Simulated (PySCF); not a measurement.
**From one method to the next for Kr⁺**

Aim: see what other levels and later steps give for Kr⁺.

Program: PySCF 2.14.0. Level of theory: method and basis as typed in the scripts. These are calculated values, not measurements.

2 further runs of the same task are left out: 2 that didn't finish.

## Step 1: The atom

Kr⁺: 1 atom, charge 1, spin multiplicity 2.

## Step 2: The base run

The input, input.py:

```python
from pyscf import gto, scf, mcscf

mol = gto.M(
    atom='Kr 0 0 0',
    basis='6-311++g**',
    charge=1,
    spin=1,
    verbose=4,
)
mf = scf.ROHF(mol)
mf = mf.density_fit(auxbasis='def2-universal-jkfit')
mf.kernel()
mc = mcscf.CASSCF(mf, 6, 5)
mc.kernel()
mc.analyze()
mf.dip_moment()
print('orbital energies (hartree):', mf.mo_energy[..., max(0, mol.nelec[1]-3):mol.nelec[0]+3].round(4))
```

The run is started by

```
$ OMP_NUM_THREADS=1 python input.py
```

The log of this run is left out.

Base result: E(SCF) = -2751.474677 Eh, 7 cycles, E(CAS) − E(SCF) = -0.01232 Eh.

## Step 3: EOM-IP

Run 1 changes step after the SCF: casscf → eomip; number of roots: none → 5.

The input, input.py:

```python
from pyscf import gto, scf, cc

mol = gto.M(
    atom='Kr 0 0 0',
    basis='6-311++g**',
    charge=1,
    spin=1,
    verbose=4,
)
mf = scf.ROHF(mol)
mf = mf.density_fit(auxbasis='def2-universal-jkfit')
mf.kernel()
mycc = cc.CCSD(mf)
mycc.kernel()
e = mycc.ipccsd(nroots=5)[0]
print('roots (eV) =', (e*27.211386).round(3))
mf.dip_moment()
print('orbital energies (hartree):', mf.mo_energy[..., max(0, mol.nelec[1]-3):mol.nelec[0]+3].round(4))
```

The run is started by

```
$ OMP_NUM_THREADS=1 python input.py
```

## Step 4: Population analysis

Run 2 changes step after the SCF: casscf → analyze.

The input, input.py:

```python
from pyscf import gto, scf

mol = gto.M(
    atom='Kr 0 0 0',
    basis='6-311++g**',
    charge=1,
    spin=1,
    verbose=4,
)
mf = scf.ROHF(mol)
mf = mf.density_fit(auxbasis='def2-universal-jkfit')
mf.kernel()
mf.analyze()
print('orbital energies (hartree):', mf.mo_energy[..., max(0, mol.nelec[1]-3):mol.nelec[0]+3].round(4))
```

## Step 5: CASCI

Run 3 changes step after the SCF: casscf → casci; active space: 5 electrons in 6 orbitals → 9 electrons in 8 orbitals.

Changes to input.py since step 2:

```diff
@@ -12,3 +12,3 @@
 mf.kernel()
-mc = mcscf.CASSCF(mf, 6, 5)
+mc = mcscf.CASCI(mf, 8, 9)
 mc.kernel()
```

Q: Predict the outcome of this session. Wanted: for each run, E(SCF); from base; after the SCF.

The runs gave:

```
                run  E(SCF) (hartree)  from base (eV)  cycles                                     after the SCF
               base      -2751.474677               0       7                      CASSCF correlation -0.335 eV
             EOM-IP      -2751.474677          0.0000       7  CCSD correlation -12.428 eV, first root 23.87 eV
population analysis      -2751.474677          0.0000       7                                               n/a
              CASCI      -2751.474677          0.0000       7                       CASCI correlation -0.136 eV
```

What this shows: The dearest run is “EOM-IP”, at 14 s against 4 s.
